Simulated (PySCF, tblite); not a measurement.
# C5H18OSSi3: geometry, infrared bands and NMR shifts

Aim: predict the infrared bands and NMR shifts of C5H18OSSi3 (`CC[Si@@H](O[Si](C)(C)C)S[SiH3]`).

Programs: tblite 0.8.0 and PySCF 2.14.0, with density-fitted response routines of our own. Each step states its level of theory. These are calculated values for one molecule in the gas phase, unless marked as measured. Atoms count from 0, in the outputs and in this text.

### Step 1. Starting geometry

28 atoms, charge 0, multiplicity 1; geometry from: GFN2-xTB.

Bonds of the start (Å): C0–C1 1.52, C1–Si2 1.90, Si2–O3 1.61, O3–Si4 1.65, Si4–C5 1.90, Si4–C6 1.90, Si4–C7 1.90, Si2–S8 2.16, S8–Si9 2.14, C0–H10 1.09, C0–H11 1.09, C0–H12 1.09, C1–H13 1.09, C1–H14 1.09, Si2–H15 1.46, C5–H16 1.09, C5–H17 1.09, C5–H18 1.08, C6–H19 1.09, C6–H20 1.09, C6–H21 1.09, C7–H22 1.09, C7–H23 1.09, C7–H24 1.09, Si9–H25 1.46, Si9–H26 1.46, Si9–H27 1.45.

### Step 2. Infrared spectrum with GFN2-xTB

What the job is given:

```
{"job": {"kind": "ir", "xc": "GFN2-xTB", "basis": "xTB"}, "charge": 0, "multiplicity": 1}
C     -3.595250    -1.574236    -0.683879
C     -2.286881    -0.935696    -1.133071
Si    -0.927605    -1.091444     0.178689
O      0.352026    -0.280276    -0.371269
Si     1.919495     0.194573    -0.180549
C      2.014385     1.906275    -1.005396
C      2.993130    -1.086792    -1.088460
C      2.326147     0.249560     1.675345
S     -1.555809    -0.281457     2.078832
Si    -1.832111     1.790754     1.639003
H     -3.950882    -1.113628     0.235344
H     -4.365952    -1.463395    -1.444715
H     -3.454713    -2.634849    -0.490742
H     -2.462225     0.115540    -1.371332
H     -1.951821    -1.408544    -2.056778
H     -0.562997    -2.458257     0.524909
H      1.434386     2.647731    -0.464003
H      1.634829     1.873199    -2.022265
H      3.039359     2.259596    -1.047530
H      2.730636    -1.147525    -2.140387
H      2.868417    -2.078404    -0.663614
H      4.046024    -0.831454    -1.027528
H      3.345639     0.572718     1.860452
H      2.202541    -0.732139     2.124338
H      1.663086     0.927912     2.205209
H     -2.910455     1.947893     0.666807
H     -0.591356     2.352217     1.116787
H     -2.184749     2.362184     2.928447
```

**Question.** This job is followed by: PBE0-D3(BJ)/def2-SVP geometry optimisation, gas phase; GIAO PBE0/pcSseg-1 NMR shielding, non-relativistic, gas phase; GIAO PBE/pcSseg-1 NMR shielding, non-relativistic, gas phase. Predict these results of the whole session: strongest single infrared mode (GFN2-xTB); zero-point energy (GFN2-xTB); point group; rotational constants (main isotopes); ¹³C shifts against TMS (PBE0/pcSseg-1, means over atoms taken as alike); ¹H shifts against TMS (PBE0/pcSseg-1, means over atoms taken as alike); ²⁹Si shifts against TMS (PBE0/pcSseg-1); ¹⁷O shifts against H2O (PBE0/pcSseg-1); ³³S shifts against CS2 (PBE0/pcSseg-1); range of the shift of S8.

**Answer**, as computed:

```
                                                               quantity                                   value
                              strongest single infrared mode (GFN2-xTB)                   1029 cm⁻¹, 723 km/mol
                                           zero-point energy (GFN2-xTB)                          135.4 kcal/mol
                                                            point group                                      C1
                                   rotational constants (main isotopes)                    0.92, 0.48, 0.39 GHz
¹³C shifts against TMS (PBE0/pcSseg-1, means over atoms taken as alike)                      10.0, 7.1, 1.5 ppm
 ¹H shifts against TMS (PBE0/pcSseg-1, means over atoms taken as alike)  5.34, 4.65, 0.97, 0.91, 0.69, 0.20 ppm
                                ²⁹Si shifts against TMS (PBE0/pcSseg-1)                    23.0, 3.3, -55.7 ppm
                                 ¹⁷O shifts against H2O (PBE0/pcSseg-1)                                84.7 ppm
                                 ³³S shifts against CS2 (PBE0/pcSseg-1)                                -279 ppm
                                               range of the shift of S8                        -279 to -254 ppm
```

What this shows: All 78 modes are real, so the xTB geometry is a minimum. The strongest single mode, at 1029 cm⁻¹, moves mainly O3. GFN2-xTB is a fitted tight-binding method: band positions and strengths are rough. Its intensities can rank the bands wrongly. Over 13 steps the energy fell by 0.244 eV; of the close pairs, Si2–H15 changed most, 1.456 to 1.494 Å. At PBE0/pcSseg-1: The largest span, 190 ppm, is at S8, where the paramagnetic term is -289 ppm. Across the 2 runs the shift of S8 moves most, between -279 (PBE0/pcSseg-1) and -254 ppm (PBE/pcSseg-1).
